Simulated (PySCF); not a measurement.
# BeSe: bond curves at several levels of theory

Aim: find the lowest electronic state of BeSe, scan its bond at several levels of theory, and get bond length, wavenumber and dissociation energy from each curve.

Method: Be def2-SVP, Se def2-SVP, no relativity; program: PySCF 2.14.0.

**1. Input**

Settings of the job:

```yaml
atoms: Be, Se
charge: 0
basis: Be def2-SVP, Se def2-SVP
Hamiltonian: no relativity
basis_functions: 41
electrons_treated: 38
masses_in_u: 9.0122, 79.9165
levels: PBE0, PBE, r²SCAN, PW91, M06-2X, revPBE, HF, MP2, SCS-MP2, CCSD, CCSD(T)
grid: 80 radial by 434 angular points
occupations: held fixed by the projection of orbital angular momentum
dissociation_limit: Be + Se, each in its ground configuration
starting_distance_in_angstrom: 2.075
values_of_2S_to_try: 0, 2
```

Command:

```bash
OMP_NUM_THREADS=1 python dia.py task.json out
```

The runs that follow: The PBE0 curve of the state that the search chose; Higher solutions at PBE0; PBE (GGA); r²SCAN; PW91 (GGA); M06-2X (hybrid meta-GGA); revPBE (GGA); RHF (mean field); Correlated methods on the Hartree–Fock reference.

Before running it: what results should come out? Wanted: for each run, Re; ωe; De; μ.

The runs gave:

Lowest PBE0 solution found, without spin–orbit coupling: ¹Σ⁺ (singlet), closed shell. State 2 has its PBE0 minimum 0.51 eV higher. State 3 has its PBE0 minimum 0.55 eV higher, as a spin-mixed determinant (⟨S²⟩ = 1.01), so this is no gap between pure states. The other levels ran on the lowest alone.

| level | Re (Å) | ωe (cm⁻¹) | De (eV) | μ (D) |
| --- | --- | --- | --- | --- |
| RHF | 1.866 | 895 | 1.23 | -5.83 |
| RHF-MP2 | 1.900 | 839 | 2.56 | n/a |
| RHF-SCS-MP2 | 1.900 | 836 | 2.34 | n/a |
| RHF-CCSD | 1.896 | 835 | 1.82 | n/a |
| RHF-CCSD(T) | 1.910 | 807 | 2.02 | n/a |
| PBE | 1.893 | 829 | 3.22 | -4.19 |
| revPBE | 1.900 | 821 | 2.98 | -4.21 |
| PW91 | 1.892 | 831 | 3.26 | -4.19 |
| r²SCAN | 1.882 | 856 | 3.19 | -4.76 |
| PBE0 | 1.876 | 863 | 2.96 | -4.74 |
| M06-2X | 1.873 | 875 | 2.75 | -5.07 |

De is counted to Be + Se in their ground configurations. A positive dipole means Be(−)Se(+).

In words: Bond lengths run from 1.866 Å (RHF) to 1.910 Å (RHF-CCSD(T)). Of the levels with a De here, RHF gives the least (1.23 eV) and PW91 the most (3.26 eV).

Correlated steps freeze 9 core orbitals. T1 is 0.020 near the minimum (highest on the curve 0.027), which may point to more than one leading configuration.
